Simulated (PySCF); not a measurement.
# C₅H₄FN: a tour of settings

Aim: see how C₅H₄FN (`N#C[C@H]1CC=C1F`) answers to the choice of functional, basis, grid and SCF options, and what happens with inputs that are wrong on purpose.

Programs: PySCF 2.14.0, with density-fitted response routines of our own. Each step states its level of theory. These are calculated values for one molecule, in the gas phase or a continuum, unless marked as measured. Atoms are numbered from 0 throughout.

## 1. The starting structure

11 atoms, charge 0, multiplicity 1; geometry from: GFN2-xTB.

Bonds of the start (Å): N0–C1 1.14, C1–C2 1.44, C2–C3 1.56, C3–C4 1.51, C4–C5 1.33, C5–F6 1.33, C5–C2 1.51, C2–H7 1.09, C3–H8 1.09, C3–H9 1.09, C4–H10 1.07.

## 2. Nuclear shieldings: PBE0/pcSseg-1

The job: settings as JSON, then the geometry in Å.

```
{"job": {"kind": "nmr", "xc": "PBE0", "basis": "pcSseg-1"}, "charge": 0, "multiplicity": 1}
N      2.872568    -0.408216     0.265602
C      1.821577    -0.181204    -0.121516
C      0.490740     0.093586    -0.587626
C     -0.604398    -0.900301    -0.079951
C     -1.219575     0.275585     0.640272
C     -0.286384     1.112498     0.210127
F     -0.043736     2.411021     0.364774
H      0.503857     0.257497    -1.667848
H     -0.225482    -1.691127     0.565120
H     -1.212910    -1.331153    -0.872469
H     -2.090832     0.364486     1.257552
```

Method: GIAO PBE0/pcSseg-1 NMR shielding, non-relativistic, gas phase.

Run with:

```sh
OMP_NUM_THREADS=1 python probes_run.py task.json out
```

One launch serves the whole session: the jobs run in the order shown.

Output:

```text
coarse grid: 10064 points
cycle   1  E = -346.9048067716  dE =  1.224e+00  |g| = 5.866e-01  |ddm| = 3.210e+00
cycle   2  E = -346.7067479812  dE =  1.981e-01  |g| = 1.136e+00  |ddm| = 1.349e+00
cycle   3  E = -346.9725399911  dE = -2.658e-01  |g| = 1.674e-01  |ddm| = 9.324e-01
cycle   4  E = -346.9776286498  dE = -5.089e-03  |g| = 6.068e-02  |ddm| = 1.439e-01
cycle   5  E = -346.9782740288  dE = -6.454e-04  |g| = 1.756e-02  |ddm| = 5.119e-02
cycle   6  E = -346.9783447355  dE = -7.071e-05  |g| = 4.774e-03  |ddm| = 1.841e-02
cycle   7  E = -346.9783485927  dE = -3.857e-06  |g| = 1.910e-03  |ddm| = 4.742e-03
final grid: 100128 points
cycle   8  E = -347.0272356268  dE = -3.116e-05  |g| = 5.907e-03  |ddm| = 2.844e-02
cycle   9  E = -347.0272307850  dE =  4.842e-06  |g| = 7.679e-03  |ddm| = 1.116e-02
cycle  10  E = -347.0272440562  dE = -1.327e-05  |g| = 1.316e-03  |ddm| = 6.240e-03
cycle  11  E = -347.0272443545  dE = -2.983e-07  |g| = 4.745e-04  |ddm| = 1.167e-03
cycle  12  E = -347.0272443970  dE = -4.249e-08  |g| = 1.746e-04  |ddm| = 3.916e-04
cycle  13  E = -347.0272444027  dE = -5.726e-09  |g| = 4.173e-05  |ddm| = 1.281e-04
cycle  14  E = -347.0272444030  dE = -3.552e-10  |g| = 1.609e-05  |ddm| = 4.668e-05
converged SCF energy = -347.0272444030

GIAO shielding tensors (ppm)
atom      isotropic    diamagn.    paramagn.     s11        s22        s33       span
  0 N      -38.224     339.484    -377.708   -205.872   -191.723    282.924    488.796
  1 C       65.281     259.408    -194.126    -51.683    -46.892    294.419    346.102
  2 C      152.161     252.105     -99.944    137.197    156.310    162.977     25.780
  3 C      159.276     247.633     -88.357    136.394    159.812    181.623     45.228
  4 C       70.551     256.643    -186.092    -18.466     99.081    131.039    149.505
  5 C       28.218     250.690    -222.472    -71.946     76.105     80.494    152.440
  6 F      254.961     471.953    -216.992    141.914    296.056    326.913    184.999
  7 H       28.045      28.345      -0.299     24.163     27.104     32.869      8.706
  8 H       29.368      29.200       0.168     25.826     27.621     34.658      8.832
  9 H       29.206      28.904       0.302     25.736     26.506     35.375      9.638
 10 H       26.668      30.799      -4.131     24.386     24.682     30.936      6.550
```

It took 20 s on 1 thread of Arm Neoverse N1, shared host; peak memory 0.66 GiB.

Shifts follow as δ = σ(reference) − σ, with reference shieldings (ppm) from runs at the same level and on the same kind of geometry: 1H TMS 31.72, 13C TMS 186.9, 19F CFCl3 170.9, 15N NH3 267.7. The references are single molecules in the gas phase, so shifts against H2O, NH3, PH3, H3PO4 or CFCl3 are not on the usual liquid scales and can be off by tens of ppm.

| atoms | environment | σ (ppm) | δ (ppm) | δ scaled to CDCl3 |
| --- | --- | --- | --- | --- |
| C5 | fully substituted alkene carbon | 28.2 | 158.7 | 153.0 |
| C1 | nitrile carbon | 65.3 | 121.6 | 116.8 |
| C4 | alkene CH | 70.6 | 116.4 | 111.7 |
| C2 | allylic sp3 CH | 152.2 | 34.8 | 32.0 |
| C3 | allylic sp3 CH2 | 159.3 | 27.6 | 25.1 |
| H10 | hydrogen on an alkene CH | 26.67 | 5.05 | 4.87 |
| H7 | hydrogen on an allylic sp3 CH | 28.05 | 3.67 | 3.57 |
| H9 | hydrogen on an allylic sp3 CH2 | 29.21 | 2.51 | 2.47 |
| H8 | hydrogen on an allylic sp3 CH2 | 29.37 | 2.35 | 2.32 |
| N0 | nitrile nitrogen | -38.2 | 306.0 | – |
| F6 | vinylic fluorine | 255.0 | -84.0 | – |

The scaled column applies a straight-line fit of computed shieldings to shifts measured in CDCl3, and one for carbons that bear F (root-mean-square error 0.16 ppm for H, 1.9 ppm for C).

Charges from the same density, by scheme (e):

| atoms | Mulliken | IAO | Hirshfeld | ESP fit |
| --- | --- | --- | --- | --- |
| N0 | -0.24 | -0.24 | -0.22 | -0.46 |
| C1 | 0.16 | 0.14 | 0.08 | 0.39 |
| C2 | -0.37 | -0.17 | -0.01 | -0.21 |
| C3 | -0.07 | -0.23 | -0.05 | -0.10 |
| C4 | -0.20 | -0.21 | -0.06 | -0.27 |
| C5 | 0.36 | 0.29 | 0.09 | 0.26 |
| F6 | -0.24 | -0.24 | -0.07 | -0.15 |

Mayer bond orders: N0–C1 3.06, C1–C2 0.95, C2–C3 0.97, C3–C4 1.01, C4–C5 1.77, C5–F6 1.02, C5–C2 1.01.

Ring of atoms C2, C3, C4, C5: NICS(0) -8.7, NICS(1) -3.2, NICS(1)zz -2.3 ppm (means of both faces).

## 3. Ultraviolet spectrum: PBE0/def2-SVPD

Settings changed since step 2:

```diff
@@ -1,2 +1,2 @@
-{"job": {"kind": "nmr", "xc": "PBE0", "basis": "pcSseg-1"}, "charge": 0, "multiplicity": 1}
+{"job": {"kind": "uv", "xc": "PBE0", "basis": "def2-SVPD", "nstates": 6, "ntriplets": 2}, "charge": 0, "multiplicity": 1}
 N      2.872568    -0.408216     0.265602
```

With the program's defaults for keys left out, this is: TDDFT PBE0/def2-SVPD, vertical, gas phase, core orbitals frozen in the response.

Output:

```text
coarse grid: 10064 points
cycle   1  E = -346.7066755005  dE =  1.169e+00  |g| = 5.555e-01  |ddm| = 5.424e+00
cycle   2  E = -346.5150581356  dE =  1.916e-01  |g| = 1.094e+00  |ddm| = 2.215e+00
cycle   3  E = -346.7706781216  dE = -2.556e-01  |g| = 1.550e-01  |ddm| = 1.763e+00
cycle   4  E = -346.7751641062  dE = -4.486e-03  |g| = 5.801e-02  |ddm| = 2.578e-01
cycle   5  E = -346.7757837386  dE = -6.196e-04  |g| = 1.666e-02  |ddm| = 9.051e-02
cycle   6  E = -346.7758504549  dE = -6.672e-05  |g| = 4.772e-03  |ddm| = 4.640e-02
cycle   7  E = -346.7758545407  dE = -4.086e-06  |g| = 1.773e-03  |ddm| = 7.896e-03
final grid: 100128 points
cycle   8  E = -346.8245312564  dE = -2.587e-05  |g| = 5.637e-03  |ddm| = 8.893e-02
cycle   9  E = -346.8245267348  dE =  4.522e-06  |g| = 7.382e-03  |ddm| = 2.558e-02
cycle  10  E = -346.8245390616  dE = -1.233e-05  |g| = 1.146e-03  |ddm| = 1.486e-02
cycle  11  E = -346.8245392921  dE = -2.305e-07  |g| = 4.207e-04  |ddm| = 1.982e-03
cycle  12  E = -346.8245393264  dE = -3.428e-08  |g| = 1.484e-04  |ddm| = 6.999e-04
cycle  13  E = -346.8245393308  dE = -4.386e-09  |g| = 3.191e-05  |ddm| = 2.441e-04
cycle  14  E = -346.8245393310  dE = -2.047e-10  |g| = 1.279e-05  |ddm| = 8.968e-05
converged SCF energy = -346.8245393310

Static polarisability (au): isotropic 58.355, principal 47.191 56.658 71.216

Singlet excitations
state   eV       nm        f      main configurations
  1   6.9864    177.5   0.05523   H->L 0.50, H->L+2 0.29, H->L+1 0.17
  2   7.0340    176.3   0.01986   H->L+1 0.81, H->L+2 0.10
  3   7.4553    166.3   0.09896   H->L+2 0.55, H->L 0.28
  4   7.6133    162.9   0.00092   H-2->L 0.35, H-1->L+1 0.25, H-2->L+2 0.12
  5   7.8180    158.6   0.02817   H-1->L 0.46, H->L+3 0.32
  6   7.8885    157.2   0.00185   H-2->L 0.27, H->L+3 0.26, H-1->L 0.19

Triplet excitations (Tamm-Dancoff, eV): 4.4941 6.2953
```

It took 32 s on 1 thread of Arm Neoverse N1, shared host; peak memory 0.73 GiB.

Frontier orbitals and where they lie:

| orbital | eV | atoms |
| --- | --- | --- |
| HOMO−3 | -10.40 | N0 76 %, C1 17 % |
| HOMO−2 | -9.58 | N0 42 %, C1 30 %, C3 10 % |
| HOMO−1 | -9.55 | N0 40 %, C1 28 %, C2 10 % |
| HOMO | -8.05 | C4 33 %, C5 29 %, F6 12 % |
| LUMO | -0.28 | C4 31 %, C5 28 %, H10 7 % |
| LUMO+1 | 0.22 | N0 20 %, C1 17 %, C3 16 % |
| LUMO+2 | 0.54 | C5 21 %, N0 15 %, C1 15 % |

With each of the 6 states as a Gaussian band of 0.4 eV half-width at 1/e, the curve within the window shown has maxima at 168 nm (ε 5,500) L/(mol cm). Beyond the last state computed it falls off for lack of states. The curve at chosen wavelengths:

| nm | ε (L/mol/cm) |
| --- | --- |
| 151 | 671 |
| 153 | 1154 |
| 154 | 1456 |
| 156 | 2167 |
| 158 | 2976 |
| 159 | 3394 |
| 161 | 4189 |
| 163 | 4844 |
| 164 | 5093 |
| 166 | 5405 |
| 168 | 5480 |
| 169 | 5443 |
| 171 | 5254 |
| 173 | 4950 |
| 175 | 4554 |
| 176 | 4325 |
| 178 | 3808 |
| 180 | 3229 |
| 181 | 2926 |
| 183 | 2322 |
| 185 | 1756 |
| 186 | 1500 |
| 188 | 1054 |
| 190 | 707 |
| 191 | 569 |
| 193 | 356 |

Ground-state properties from the same run:

| property | computed |
| --- | --- |
| dipole moment (D) | 4.34 |
| polarisability (Å³) | 8.65 |
| HOMO–LUMO gap (eV) | 7.77 |
| −ε(HOMO) (eV) | 8.05 |

## 4. J couplings: mPW1PW91/IGLO-II

Settings changed since step 3:

```diff
@@ -1,2 +1,2 @@
-{"job": {"kind": "uv", "xc": "PBE0", "basis": "def2-SVPD", "nstates": 6, "ntriplets": 2}, "charge": 0, "multiplicity": 1}
+{"job": {"kind": "j", "xc": "mPW1PW91", "basis": "IGLO-II"}, "charge": 0, "multiplicity": 1}
 N      2.872568    -0.408216     0.265602
```

Level: mPW1PW91/IGLO-II indirect spin-spin coupling, non-relativistic, gas phase.

Output:

```text
coarse grid: 10064 points
cycle   1  E = -347.3817183653  dE =  1.231e+00  |g| = 6.247e-01  |ddm| = 2.875e+00
cycle   2  E = -347.1671479119  dE =  2.146e-01  |g| = 1.198e+00  |ddm| = 1.151e+00
cycle   3  E = -347.4544815186  dE = -2.873e-01  |g| = 1.821e-01  |ddm| = 8.013e-01
cycle   4  E = -347.4602511407  dE = -5.770e-03  |g| = 7.206e-02  |ddm| = 1.361e-01
cycle   5  E = -347.4611438937  dE = -8.928e-04  |g| = 1.903e-02  |ddm| = 4.751e-02
cycle   6  E = -347.4612239310  dE = -8.004e-05  |g| = 4.703e-03  |ddm| = 1.702e-02
cycle   7  E = -347.4612274560  dE = -3.525e-06  |g| = 2.187e-03  |ddm| = 4.281e-03
final grid: 100128 points
cycle   8  E = -347.4560834897  dE = -5.524e-05  |g| = 4.252e-03  |ddm| = 1.979e-02
cycle   9  E = -347.4560793612  dE =  4.129e-06  |g| = 5.885e-03  |ddm| = 7.545e-03
cycle  10  E = -347.4560874851  dE = -8.124e-06  |g| = 1.062e-03  |ddm| = 4.574e-03
cycle  11  E = -347.4560877002  dE = -2.151e-07  |g| = 4.525e-04  |ddm| = 9.015e-04
cycle  12  E = -347.4560877342  dE = -3.401e-08  |g| = 2.092e-04  |ddm| = 3.342e-04
cycle  13  E = -347.4560877430  dE = -8.790e-09  |g| = 5.290e-05  |ddm| = 1.332e-04
cycle  14  E = -347.4560877436  dE = -5.545e-10  |g| = 1.511e-05  |ddm| = 4.311e-05
converged SCF energy = -347.4560877436

Indirect spin-spin couplings (Hz)
  i      j    bonds     total        FC       PSO       DSO        SD
  0 N    1 C    1    -16.029    -9.687    -0.193    -0.008    -6.142
  0 N    2 C    2      3.344     3.020     0.330     0.061    -0.067
  0 N    3 C    3     -0.658    -0.488    -0.189     0.028    -0.010
  0 N    5 C    3     -0.558    -0.567    -0.049     0.021     0.037
  0 N    6 F    4     -0.456    -0.020    -0.362     0.076    -0.150
  0 N    7 H    3     -1.071    -0.880    -0.426     0.201     0.034
  1 C    2 C    1     69.192    70.631    -1.739     0.300         -
  1 C    3 C    2     -4.053    -3.927    -0.171     0.044         -
  1 C    4 C    3      5.226     5.144     0.114    -0.032         -
  1 C    5 C    2     -8.762    -8.644    -0.198     0.080         -
  1 C    6 F    3     -7.005    -6.190    -0.340     0.005    -0.481
  1 C    7 H    2     -9.769    -9.701    -0.093     0.026         -
  1 C    8 H    3      3.956     3.870    -0.191     0.277         -
  1 C    9 H    3      1.790     1.790     0.250    -0.250         -
  1 C   10 H    4     -0.735    -0.735     0.316    -0.316         -
  2 C    3 C    1     24.322    23.096     0.976     0.251         -
  2 C    4 C    2      0.474     0.601    -0.163     0.036         -
  2 C    5 C    1     39.481    40.095    -0.946     0.332         -
  2 C    6 F    2     17.954    16.046    -1.020    -0.134     3.062
  2 C    7 H    1    139.748   138.495     0.107     1.146         -
  2 C    8 H    2     -4.580    -4.764     0.269    -0.085         -
  2 C    9 H    2     -4.177    -4.326     0.225    -0.075         -
  2 C   10 H    3     13.308    13.369     0.505    -0.565         -
  3 C    4 C    1     32.762    33.266    -0.723     0.219         -
  3 C    5 C    2     -5.212    -5.515     0.224     0.079         -
  3 C    6 F    3     14.065    17.911    -4.063    -0.420     0.637
  3 C    7 H    2     -5.045    -5.240     0.339    -0.143         -
  3 C    8 H    1    138.667   137.597     0.176     0.894         -
  3 C    9 H    1    136.143   135.015     0.259     0.869         -
  3 C   10 H    2      2.882     2.976     0.330    -0.424         -
  4 C    5 C    1     75.573    83.474    -8.193     0.292         -
  4 C    6 F    2    -10.078    11.190   -32.030    -0.346    11.108
  4 C    7 H    3      5.564     5.729     0.241    -0.406         -
  4 C    8 H    2     -6.832    -6.861     0.197    -0.168         -
  4 C    9 H    2     -6.569    -6.605     0.223    -0.187         -
  4 C   10 H    1    169.628   169.134    -0.392     0.885         -
  5 C    6 F    1   -456.560  -427.669   -23.968     0.907    -5.829
  5 C    7 H    2    -11.802   -11.919     0.095     0.022         -
  5 C    8 H    3     10.260    10.411     0.137    -0.289         -
  5 C    9 H    3     10.289    10.439     0.148    -0.298         -
  5 C   10 H    2     -4.500    -3.367    -0.668    -0.465         -
  6 F    7 H    3     -6.479    -7.922     1.893    -0.728     0.278
  6 F    8 H    4     12.843    14.479     0.137    -1.573    -0.200
  6 F    9 H    4     12.502    14.131     0.113    -1.562    -0.180
  6 F   10 H    3    -10.671    -4.483    -4.716    -1.085    -0.386
  7 H    8 H    3      2.261     2.396     2.043    -2.178         -
  7 H    9 H    3      4.832     4.831    -0.231     0.232         -
  7 H   10 H    4     -2.417    -2.235     1.912    -2.094         -
  8 H    9 H    2    -13.775   -13.740     2.347    -2.381         -
  8 H   10 H    3      2.011     2.149     1.187    -1.325         -
  9 H   10 H    3      1.999     2.144     1.219    -1.365         -
```

Run time: 36 s. Hardware: 1 thread of Arm Neoverse N1, shared host; peak memory 0.76 GiB.

A choice of the couplings up to four bonds, sorted by the number of bonds; isotopes 13C, 19F, 1H, 15N:

| pair | bonds | J (Hz) | Fermi contact (Hz) | dihedral (°) |
| --- | --- | --- | --- | --- |
| C5–F6 | 1 | -456.6 | -427.7 | – |
| C4–H10 | 1 | 169.6 | 169.1 | – |
| C2–H7 | 1 | 139.7 | 138.5 | – |
| C3–H8 | 1 | 138.7 | 137.6 | – |
| C3–H9 | 1 | 136.1 | 135.0 | – |
| C4–C5 | 1 | 75.6 | 83.5 | – |
| C1–C2 | 1 | 69.2 | 70.6 | – |
| C2–C5 | 1 | 39.5 | 40.1 | – |
| C3–C4 | 1 | 32.8 | 33.3 | – |
| C2–F6 | 2 | 18.0 | 16.0 | – |
| H8–H9 | 2 | -13.8 | -13.7 | – |
| C5–H7 | 2 | -11.8 | -11.9 | – |
| C4–F6 | 2 | -10.1 | 11.2 | – |
| C1–H7 | 2 | -9.8 | -9.7 | – |
| C1–C5 | 2 | -8.8 | -8.6 | – |
| C4–H8 | 2 | -6.8 | -6.9 | – |
| C4–H9 | 2 | -6.6 | -6.6 | – |
| C3–C5 | 2 | -5.2 | -5.5 | – |
| C3–F6 | 3 | 14.1 | 17.9 | – |
| C2–H10 | 3 | 13.3 | 13.4 | – |
| F6–H10 | 3 | -10.7 | -4.5 | 0 |
| C5–H9 | 3 | 10.3 | 10.4 | – |
| C5–H8 | 3 | 10.3 | 10.4 | – |
| C1–F6 | 3 | -7.0 | -6.2 | 65 |
| F6–H7 | 3 | -6.5 | -7.9 | -65 |
| C4–H7 | 3 | 5.6 | 5.7 | – |
| C1–C4 | 3 | 5.2 | 5.1 | – |
| F6–H8 | 4 | 12.8 | 14.5 | – |
| F6–H9 | 4 | 12.5 | 14.1 | – |
| H7–H10 | 4 | -2.4 | -2.2 | – |

The spin-dipole term was solved for some atoms only; pairs without it lack that part.

Quadrupole couplings from the field gradients of the same density:

| atom | isotope | eQq/h (MHz) | η |
| --- | --- | --- | --- |
| N0 | 14N | -4.613 | 0.01 |

Joined with the shifts from before (PBE0/pcSseg-1, scaled to CDCl3), the couplings predict the line list below for 500 MHz.

1H NMR δ 4.87 (dq, J = 10.7, 2.1 Hz, 1H), 3.57 (ddt, J = 6.5, 4.8, 2.3 Hz, 1H), 2.47 (m, 1H), 2.32 (ddt, J = 13.8, 12.8, 2.1 Hz, 1H).

(Part 1 of 2 ends here.)
